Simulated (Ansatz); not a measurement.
**doublet [GaH3]−: levels of theory compared**

Wanted: a comparison of 6 runs (UHF/3-21G, UHF/def2-TZVPPD, UB3LYP/6-31G*, UBHLYP/def2-TZVPPD, USVWN5/def2-TZVPPD, RPA@PBE0/def2-TZVPPD) of doublet [GaH3]−. 

The results are computed with Ansatz 0.2.0.

27 further runs of the same task are left out: 3 that didn't finish, 24 set aside as unsound or not needed. Runs told in other sessions of the task aren't counted.

### Step 1. The structure to begin with

[GaH3]−: 4 atoms, total charge -1, spin state doublet. As SMILES of the parent species, `[GaH3]`. The shape is that of a PBE0-D4/def2-TZVP optimisation. That shape belongs to the parent species and isn't relaxed for this state.

Bond lengths: Ga1–H2 1.568 Å, Ga1–H3 1.568 Å, Ga1–H4 1.568 Å. Angles: H2–Ga1–H3 120.0°, H2–Ga1–H4 120.0°, H3–Ga1–H4 120.0°.

### Step 2. A single-point energy at UHF/3-21G (run 1)

File in.yaml:

```yaml
crystal:
  periodic: [false, false, false]
  atoms:
    - {symbol: Ga, position_ang: [0.013400, -0.014900, -0.004600]}
    - {symbol: H, position_ang: [1.252400, 0.343800, 0.887700]}
    - {symbol: H, position_ang: [-0.552100, -1.477800, -0.009700]}
    - {symbol: H, position_ang: [-0.658400, 1.088700, -0.893700]}
basis:
  gaussian:
    orbitals: 3-21G-spherical.json
total_charge: -1
magnetization:
  spin_polarized: true
  initial_magnetization: 1
hamiltonian:
  xc: hf
accuracy: high
output: {orbitals: {seedname: orbitals}}
```

The basis set 3-21G is read from a file made from the Basis Set Exchange's data (not shown).

Run with:

```
$ ansatz run in.yaml --threads 1 --pin off --max-ram 3480MiB --events-out events.jsonl --progress --plain --runs-dir runs
```

What it wrote:

```text
Warning: RAYON_NUM_THREADS=1 ignored (pool sized by the plan → 1); use --threads N
Functional definition: HF
  name "HF"
  exchange = exact_x
  correlation = 0
408 factors; integrals over basis functions are off by at most 3.7e-9 eV
mean field evaluation 1: about -52122.9169 eV, gradient 6.3e0 eV
mean field evaluation 2: about -52122.9293 eV, gradient 6.3e0 eV
mean field evaluation 4: about -52123.4651 eV, gradient 6.9e-1 eV
mean field evaluation 8: about -52123.4783 eV, gradient 2.9e-2 eV
mean field -52123.47827771 eV, -1915.5024961434 hartree, gradient 8.0e-8 eV, S^2 0.762970; 0 other end points of the search recorded, 0 dependent functions left out
reference -52123.47827771 eV, -1915.5024961434 hartree; 18, 17 occupied and 10, 11 virtual orbitals, 408 factors
Total energy: -52123.47827771 eV, -1915.5024961434 hartree
```

Wall time 0.28 s (1 thread of Arm Neoverse N1, shared host).

### Step 3. The energy at UHF/def2-TZVPPD (run 2)

File run.yaml:

```yaml
crystal:
  periodic: [false, false, false]
  atoms:
    - {symbol: Ga, position_ang: [0.013400, -0.014900, -0.004600]}
    - {symbol: H, position_ang: [1.252400, 0.343800, 0.887700]}
    - {symbol: H, position_ang: [-0.552100, -1.477800, -0.009700]}
    - {symbol: H, position_ang: [-0.658400, 1.088700, -0.893700]}
basis:
  gaussian:
    orbitals: def2-TZVPPD.json
total_charge: -1
magnetization:
  spin_polarized: true
  initial_magnetization: 1
hamiltonian:
  xc: hf
accuracy: high
output: {orbitals: {seedname: orbitals}}
```

The basis set def2-TZVPPD is read from a file made from the Basis Set Exchange's data (not shown).

Run with:

```
$ ansatz run run.yaml --threads 1 --pin off --max-ram 3480MiB --events-out events.jsonl --progress --plain --runs-dir runs
```

What it wrote:

```text
Warning: RAYON_NUM_THREADS=1 ignored (pool sized by the plan → 1); use --threads N
Functional definition: HF
  name "HF"
  exchange = exact_x
  correlation = 0
1581 factors; integrals over basis functions are off by at most 4.3e-9 eV
mean field evaluation 1: about -52379.5394 eV, gradient 1.1e1 eV
mean field evaluation 2: about -52379.5412 eV, gradient 1.1e1 eV
mean field evaluation 4: about -52380.3295 eV, gradient 1.5e0 eV
mean field evaluation 8: about -52380.3631 eV, gradient 2.0e-3 eV
mean field evaluation 16: about -52379.9380 eV, gradient 2.0e0 eV
mean field evaluation 32: about -52379.3335 eV, gradient 4.1e-2 eV
mean field evaluation 64: about -52379.3334 eV, gradient 4.6e-2 eV
mean field -52380.36314269 eV, -1924.9428408086 hartree, gradient 2.0e-8 eV, S^2 0.765794; 0 other end points of the search recorded, 0 dependent functions left out
reference -52380.36314269 eV, -1924.9428408086 hartree; 18, 17 occupied and 87, 88 virtual orbitals, 1581 factors
Total energy: -52380.36314269 eV, -1924.9428408086 hartree
```

Run time: 9.3 s. Hardware: 1 thread of Arm Neoverse N1, shared host; peak memory 0.29 GiB.

Runs 3 to 5 aren't shown in full; the table further down has their settings and results.

### Step 4. The energy at RPA@PBE0/def2-TZVPPD (run 6)

File in.yaml:

```yaml
basis:
  gaussian:
    orbitals: def2-TZVPPD.json
crystal:
  periodic: [false, false, false]
  atoms:
    - {symbol: Ga, position_ang: [0.013400, -0.014900, -0.004600]}
    - {symbol: H, position_ang: [1.252400, 0.343800, 0.887700]}
    - {symbol: H, position_ang: [-0.552100, -1.477800, -0.009700]}
    - {symbol: H, position_ang: [-0.658400, 1.088700, -0.893700]}
accuracy: high
hamiltonian:
  xc: pbe0
correlation:
  method: rpa
  frozen_orbitals: {Ga: 9, H: 0}
magnetization:
  spin_polarized: true
  initial_magnetization: 1
total_charge: -1
```

The basis set def2-TZVPPD is read from a file made from the Basis Set Exchange's data (not shown).

Run with:

```
$ ansatz run in.yaml --threads 1 --pin off --max-ram 3480MiB --events-out events.jsonl --progress --plain --runs-dir runs
```

What it wrote, shortened:

```text
Warning: RAYON_NUM_THREADS=1 ignored (pool sized by the plan → 1); use --threads N
Functional definition: PBE0
  name "PBE0"
[...]
1581 factors; integrals over basis functions are off by at most 4.3e-9 eV
[...]
mean field -52419.03372495 eV, -1926.3639584948 hartree, gradient 3.5e-8 eV, S^2 0.754546; 2 other end points of the search recorded, 0 dependent functions left out
9 core orbitals not correlated: weight in the atoms' cores, before any rotation towards them, 1.000 or more for the frozen orbitals, at most 0.000 for the correlated occupied ones
reference -52379.92565116 eV, -1924.9267632913 hartree; 9, 8 occupied and 87, 88 virtual orbitals, 1581 factors
Total energy: -52390.93680848 eV, -1925.3314158593 hartree
```

Run time: 21 s. Hardware: 1 thread of Arm Neoverse N1, shared host; peak memory 0.34 GiB.

### Step 5. The series

| run | level | frozen core orbitals | energy (Eh) | HOMO energy (eV) | LUMO energy (eV) | ⟨S²⟩ | wall time |
| --- | --- | --- | --- | --- | --- | --- | --- |
| 1 | UHF/3-21G | – | -1915.502496 | 0.29 | 7.27 | 0.763 | 0.28 s |
| 2 | UHF/def2-TZVPPD | – | -1924.942841 | 0.18 | 5.32 | 0.766 | 9.3 s |
| 3 | UB3LYP/6-31G* (spherical functions) | – | -1926.394101 | 2.02 | 3.97 | 0.752 | 5.7 s |
| 4 | UBHLYP/def2-TZVPPD | – | -1926.588872 | 1.34 | 4.53 | 0.754 | 19 s |
| 5 | USVWN5/def2-TZVPPD | – | -1923.570800 | 2.49 | 3.35 | 0.752 | 6.9 s |
| 6 | RPA@PBE0/def2-TZVPPD | 9 | -1925.331416 | – | – | 0.755 | 21 s |

### Step 6. What came out

| quantity | value |
| --- | --- |
| run 6: total energy | -1925.33142 Eh |
| run 6: RPA correlation energy (valence) | -404.7 mEh |
| run 6: ⟨S²⟩ of the reference determinant | 0.755 |

**Reading.** Totals of different functionals can't be ranked against each other. In runs 1, 2, 3, 4, 5 the HOMO lies above zero, from self-interaction, a short basis or an electron that isn't bound. All runs together took 62 s, the longest 21 s.
